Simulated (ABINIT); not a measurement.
# NbSi (Fm-3m) in ABINIT: notebook, part 2 of 2

ABINIT 10.8.3 (patched build). Earlier steps stand in the parts before.

### 3 Optical spectrum, LDA-PZ

run.abi reads:

```
# Datasets
ndtset 3

# Pseudopotentials
pp_dirpath "./"
pseudos "Nb.upf, Si.upf"

# Structure
acell 3.6399452932 3.6399452932 3.6399452932 Angstrom
rprim
     0.0000000000     0.7071067812     0.7071067812
     0.7071067812     0.0000000000     0.7071067812
     0.7071067812     0.7071067812     0.0000000000
ntypat 2
znucl 41 14
natom 2
typat 1 2
xred
            0.0            0.0            0.0
            1/2            1/2            1/2

# Plane-wave basis
ecut 37.0

# k points
ngkpt 6 6 6
nshiftk 4
shiftk
     0.5000000000     0.5000000000     0.5000000000
     0.5000000000     0.0000000000     0.0000000000
     0.0000000000     0.5000000000     0.0000000000
     0.0000000000     0.0000000000     0.5000000000
istwfk *1

# Exchange and correlation
ixc 2

# Bands and occupations
occopt 3
tsmear 0.05 eV

# SCF cycle
nstep 80

# Output
iomode 3
prteig 0
prtebands 0

# Dataset 1: ground state
nband1 13
tolvrs1 1.0e-12
prtden1 1
prtwf1 0
kptopt1 1

# Dataset 2: empty bands at fixed density
iscf2 -3
getden2 1
nband2 18
nbdbuf2 4
tolwfr2 1.0e-12
nstep2 120
prtden2 0
kptopt2 1

# Dataset 3: wave functions and velocity matrix elements in the full zone
optdriver3 8
wfk_task3 "wfk_optics_fullbz"
getwfk3 2
nband3 14
kptopt3 1
prtevk3 1
inclvkb3 2
```

optic.abi reads:

```
&FILES
 ddkfile_1 = 'runo_DS3_1_EVK.nc',
 ddkfile_2 = 'runo_DS3_2_EVK.nc',
 ddkfile_3 = 'runo_DS3_3_EVK.nc',
 wfkfile = 'runo_DS3_WFK.nc'
/
&PARAMETERS
 broadening = 0.007350,
 domega = 0.002,
 maxomega = 0.8,
 scissor = 0.000000,
 tolerance = 0.002
/
&COMPUTATIONS
 num_lin_comp = 1,
 lin_comp = 11,
 num_nonlin_comp = 0
/
```

Potentials or basis: PseudoDojo NC SR LDA v0.4 stringent.

The run is started by

```bash
> abinit run.abi > log 2>&1
> optic optic.abi > optic.log 2>&1
```

run.abo:

```text
.Version 10.8.3 of ABINIT
 DATASET    1 : space group Fm -3 m (#225); Bravais cF (face-center cubic)
================================================================================
 Values of the parameters that define the memory need for DATASET  1.
     intxc =       0    ionmov =       0      iscf =       7    lmnmax =       6
     lnmax =       6     mgfft =      40  mpssoang =       3    mqgrid =    3001
     natom =       2  nloc_mem =       1    nspden =       1   nspinor =       1
    nsppol =       1      nsym =      48    n1xccc =    2501    ntypat =       2
    occopt =       3   xclevel =       1
       mpw =        2496          nfft =       64000          nkpt =          28
================================================================================
================================================================================
[... 13 lines left out ...]
 DATASET    3 : space group Fm -3 m (#225); Bravais cF (face-center cubic)
================================================================================
 Values of the parameters that define the memory need for DATASET  3.
     intxc =       0    ionmov =       0      iscf =       7    lmnmax =       6
     lnmax =       6     mgfft =      40  mpssoang =       3    mqgrid =    3001
     natom =       2  nloc_mem =       1    nspden =       1   nspinor =       1
    nsppol =       1      nsym =      48    n1xccc =    2501    ntypat =       2
    occopt =       3   xclevel =       1
       mpw =        2496          nfft =       64000          nkpt =          28
================================================================================
================================================================================

--------------------------------------------------------------------------------
------------- Echo of variables that govern the present computation ------------
--------------------------------------------------------------------------------
 -outvars: echo values of preprocessed input variables --------
            acell      6.8784997174E+00  6.8784997174E+00  6.8784997174E+00 Bohr
              amu      9.29063800E+01  2.80855000E+01
             ecut      3.70000000E+01 Hartree
           getden1          0
           getden2          1
           getden3          0
           getwfk1          0
           getwfk2          0
           getwfk3          2
             iscf1          7
             iscf2         -3
             iscf3          7
              ixc           2
           jdtset        1    2    3
[... 343 lines left out ...]
iteration_state     : {dtset: 2, }
comment             : '"Double-counting" decomposition of free energy'
band_energy         : -5.29135828416990E+00
Ewald energy        : -4.94225206043621E+01
psp_core            :  1.64642342944469E+00
xc_dc               : -1.35550359625587E+01
internal            : -6.66224914216460E+01
'-kT*entropy'       : -5.38315801077197E-04
total_energy_dc     : -6.66230297374470E+01
...

================================================================================
== DATASET  3 ==================================================================

--- !DatasetInfo
iteration_state: {dtset: 3, }
dimensions: {natom: 2, nkpt: 28, mband: 14, nsppol: 1, nspinor: 1, nspden: 1, mpw: 2496, }
cutoff_energies: {ecut:  37.0, pawecutdg:  -1.0, }
electrons: {nelect:   1.70000000E+01, charge:   0.00000000E+00, occopt:   3.00000000E+00, tsmear:   1.83746611E-03, }
meta: {optdriver: 8, wfk_task: 7, }
...

 mkfilename : getwfk/=0, take file _WFK from output of DATASET   2.

 Exchange-correlation functional for the present dataset will be:
  LDA: Perdew-Zunger-Ceperley-Alder - ixc=2
  J.P.Perdew and A.Zunger, PRB 23, 5048 (1981)

--------------------------------------------------------------------------------

 Computation of velocity matrix elements (DDK)

 Parameters extracted from the Abinit header:
    ecut:     37.0
    nkpt:    864
    mband:   18
    nsppol:  1
    nspinor: 1
    useylm:  0
    inclvkb: 2
    bmin: 1, bmax: 18
    Computing diagonal and off-diagonal matrix elements
    Between band index bmin: 1, bmax: 18

== END DATASET(S) ==============================================================
================================================================================

 -outvars: echo values of variables after computation  --------
            acell      6.8784997174E+00  6.8784997174E+00  6.8784997174E+00 Bohr
           etotal1    -6.6623029737E+01
           etotal2    -6.6623029737E+01
           etotal3     0.0000000000E+00
            fcart1    -0.0000000000E+00 -0.0000000000E+00 -0.0000000000E+00
                      -0.0000000000E+00 -0.0000000000E+00 -0.0000000000E+00
            fcart3     0.0000000000E+00  0.0000000000E+00  0.0000000000E+00
                       0.0000000000E+00  0.0000000000E+00  0.0000000000E+00
            rprim      0.0000000000E+00  7.0710678120E-01  7.0710678120E-01
                       7.0710678120E-01  0.0000000000E+00  7.0710678120E-01
                       7.0710678120E-01  7.0710678120E-01  0.0000000000E+00
           strten1     2.6181712101E-04  2.6181712101E-04  2.6181712101E-04
                       0.0000000000E+00  0.0000000000E+00  0.0000000000E+00
           strten3     0.0000000000E+00  0.0000000000E+00  0.0000000000E+00
                       0.0000000000E+00  0.0000000000E+00  0.0000000000E+00
           xangst      0.0000000000E+00  0.0000000000E+00  0.0000000000E+00
                       2.5738300000E+00  2.5738300000E+00  2.5738300000E+00
             xred      0.0000000000E+00  0.0000000000E+00  0.0000000000E+00
                       5.0000000000E-01  5.0000000000E-01  5.0000000000E-01
 Calculation completed.
```

optic_0001_0001-linopt.out:

```text
#calculated the component:  1  1  of dielectric function
 #broadening:    0.000000E+00    7.350000E-03
 #scissors shift:    0.000000E+00
 #energy window:    7.088171E+01eV    2.604855E+00Ha
 # Energy(eV)         Im(eps(w))
    2.721139E-01    8.012560E+00
    8.163416E-01    1.798276E+01
    1.360569E+00    1.798998E+01
    1.904797E+00    1.283220E+01
    2.449025E+00    1.026255E+01
    2.993252E+00    1.448609E+01
[... 32 lines left out ...]
    2.095277E+01    3.670230E-02
    2.149700E+01    3.833103E-02
[... 169 lines left out ...]
    1.904797E+00    4.177355E-01
    2.449025E+00    3.683863E-01
    2.993252E+00    4.365162E-01
[... 32 lines left out ...]
    2.095277E+01    9.164287E-02
    2.149700E+01    6.652549E-02
 # Energy(eV)         absorption coeff (in 10^6 m-1) = omega Im(eps) / c n(eps)
    1.632683E-01    8.440431E-01
    7.074960E-01    1.473647E+01
    1.251724E+00    2.989834E+01
    1.795951E+00    2.861431E+01
    2.340179E+00    4.328885E+01
    2.884407E+00    4.376549E+01
[... 32 lines left out ...]
    2.084392E+01    7.606728E+00
    2.138815E+01    7.448248E+00
```

Run time: 57 s. Hardware: 1 thread of AMD EPYC 9R45 (Zen 5), shared host; peak memory 0.71 GiB.

What came out:

```
Free energy : -1812.9050 eV
Pressure    : -7.7 GPa
```

Dielectric function (mean over the directions given):
| energy (eV) | real part | imaginary part |
| --- | --- | --- |
| 0.33 | 38.48 | 9.69 |
| 1.31 | 11.85 | 19.49 |
| 2.29 | 8.25 | 13.28 |
| 3.37 | 11.18 | 16.69 |
| 4.35 | 0.15 | 16.82 |
| 5.44 | -2.63 | 15.87 |
| 6.42 | -2.93 | 4.99 |
| 7.51 | -2.39 | 4.29 |
| 8.49 | -1.83 | 4.65 |
| 9.58 | -1.89 | 4.93 |
| 10.56 | -2.76 | 3.27 |
| 11.65 | -2.01 | 1.81 |
| 12.63 | -2.20 | 1.54 |
| 13.71 | -1.33 | 0.68 |
| 14.69 | -1.13 | 0.59 |
| 15.78 | -0.72 | 0.31 |
| 16.76 | -0.42 | 0.20 |
| 17.85 | -0.20 | 0.12 |
| 18.83 | -0.01 | 0.10 |
| 19.92 | 0.13 | 0.06 |

Caveat: the intraband (Drude) term is left out; spectra need much finer meshes, so this one isn't converged; independent-particle spectra lack excitons.
